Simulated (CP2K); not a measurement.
MoSe:

```
Mo Se
1.0
     3.47067    0.00000    0.00000
    -1.73533    3.00569    0.00000
     0.00000    0.00000    4.37280
Mo Se
1 1
Direct
  0.66667 0.33333 0.02544
  0.33333 0.66667 0.11843
```

The cell was built by a generator and needn't be a form met in nature.

Base run:

```yaml
Program: CP2K 2026.2
Functional: PBE
Potentials_or_basis: POTENTIAL_UZH Mo GTH-PBE-q14, Se GTH-PBE-q6; TZV2P-MOLOPT-PBE-GTH basis
Density_cutoff: 6123 eV
k_mesh: 9 × 9 × 6
Occupations: fermi-dirac, width 0.05 eV
Spin: no spin polarisation
```

Its results: band gap on the k mesh none (metal or under the smearing width); pressure 71.7 GPa; largest force 6.309 eV/Å.

Problem. The run is repeated on the same cell with these changes: potentials or basis from POTENTIAL_UZH Mo GTH-PBE-q14, Se GTH-PBE-q6; TZV2P-MOLOPT-PBE-GTH basis to POTENTIAL_UZH Mo GTH-PBE-q14, Se GTH-PBE-q6; DZVP-MOLOPT-PBE-GTH basis; basis sets from Mo TZV2P-MOLOPT-PBE-GTH-q14, Se TZV2P-MOLOPT-PBE-GTH-q6 to Mo DZVP-MOLOPT-PBE-GTH-q14, Se DZVP-MOLOPT-PBE-GTH-q6. What comes out?

Solution. Band gap on the k mesh none (metal or under the smearing width); pressure 74.3 GPa; largest force 6.575 eV/Å.

Caveats: a pressure of tens of GPa on the cell as given is suspect, and the run, the potentials or the cell itself is likely at fault; this functional lacks dispersion, which binds the layers, so the pressure and a relaxed spacing across them are unreliable; the basis of atomic orbitals isn't converged, which shifts pressures, moduli and gaps; forces of over 1 eV/Å show positions far from the minimum, so gaps and moduli don't describe the material at rest.
